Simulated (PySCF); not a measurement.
# LiTe⁻: the SCF solver's settings

Aim: find out which solver settings change the answer for LiTe⁻.

Method: method and basis as typed in the scripts; program: PySCF 2.14.0.

5 further runs of the same task are left out: 1 for a known fault of the program, 4 that didn't finish.

## 1. The starting structure

LiTe⁻: 2 atoms, charge -1, spin multiplicity 1.

Bond lengths: Li1–Te2 2.390 Å.

## 2. Base script

File input.py:

```python
from pyscf import gto, scf, mp

mol = gto.M(
    atom='Li 0 0 0; Te 0 0 2.39',
    basis='def2-svp',
    ecp={'Te': 'def2-svp'},
    charge=-1,
    spin=0,
    verbose=3,
)
mf = scf.RHF(mol)
mf.kernel()
mp.MP2(mf, frozen=4).kernel()
mf.dip_moment()
print('orbital energies (hartree):', mf.mo_energy[..., max(0, mol.nelec[1]-3):mol.nelec[0]+3].round(4))
```

Command:

```bash
$ OMP_NUM_THREADS=1 python input.py
```

The log of this run is left out.

It gives: E(SCF) = -274.481266 Eh, E(MP2) − E(SCF) = -0.12963 Eh.

The bond length is a typed value, not an optimised one. The dipole of an ion depends on the origin.

## 3. Convergence threshold 1e-11 hartree

Edit 1 changes convergence threshold: default → 1e-11 hartree.

File input.py:

```python
from pyscf import gto, scf, mp

mol = gto.M(
    atom='Li 0 0 0; Te 0 0 2.39',
    basis='def2-svp',
    ecp={'Te': 'def2-svp'},
    charge=-1,
    spin=0,
    verbose=3,
)
mf = scf.RHF(mol)
mf.conv_tol = 1e-11
mf.kernel()
mp.MP2(mf, frozen=4).kernel()
mf.dip_moment()
print('orbital energies (hartree):', mf.mo_energy[..., max(0, mol.nelec[1]-3):mol.nelec[0]+3].round(4))
```

Command:

```bash
$ OMP_NUM_THREADS=1 python input.py
```

## 4. Damping 0.2

Edit 2 changes damping: none → 0.2.

input.py, as its differences from that of step 2:

```diff
@@ -11,2 +11,4 @@
 mf = scf.RHF(mol)
+mf.damp = 0.2
+mf.diis_start_cycle = 8
 mf.kernel()
```

## 5. Smearing width 0.001 hartree

Edit 3 changes smearing width: none → 0.001 hartree; step after the SCF: mp2 → none.

input.py, as its differences from that of step 2:

```diff
@@ -1,2 +1,2 @@
-from pyscf import gto, scf, mp
+from pyscf import gto, scf
 
@@ -11,4 +11,4 @@
 mf = scf.RHF(mol)
+mf = scf.addons.smearing_(mf, sigma=0.001, method='fermi')
 mf.kernel()
-mp.MP2(mf, frozen=4).kernel()
 mf.dip_moment()
```

## 6. Initial guess atom

Edit 4 changes initial guess: minao → atom.

input.py, as its differences from that of step 2:

```diff
@@ -11,2 +11,3 @@
 mf = scf.RHF(mol)
+mf.init_guess = 'atom'
 mf.kernel()
```

**Question.** What will these runs give? Wanted: for each run, E(SCF); from base; after the SCF.

The runs gave:

| run | E(SCF) (hartree) | from base (eV) | after the SCF |
| --- | --- | --- | --- |
| base | -274.481266 | 0 | MP2 correlation -3.528 eV, core frozen |
| convergence threshold 1e-11 hartree | -274.481266 | 0.0000 | MP2 correlation -3.528 eV, core frozen |
| damping 0.2 | -274.481266 | 0.0000 | MP2 correlation -3.528 eV, core frozen |
| smearing width 0.001 hartree | -274.481266 | 0.0000 | n/a |
| initial guess atom | -274.481266 | 0.0000 | MP2 correlation -3.528 eV, core frozen |

The SCF energy stays the same, to the digits that matter, with convergence threshold 1e-11 hartree or damping 0.2 or smearing width 0.001 hartree or initial guess atom.
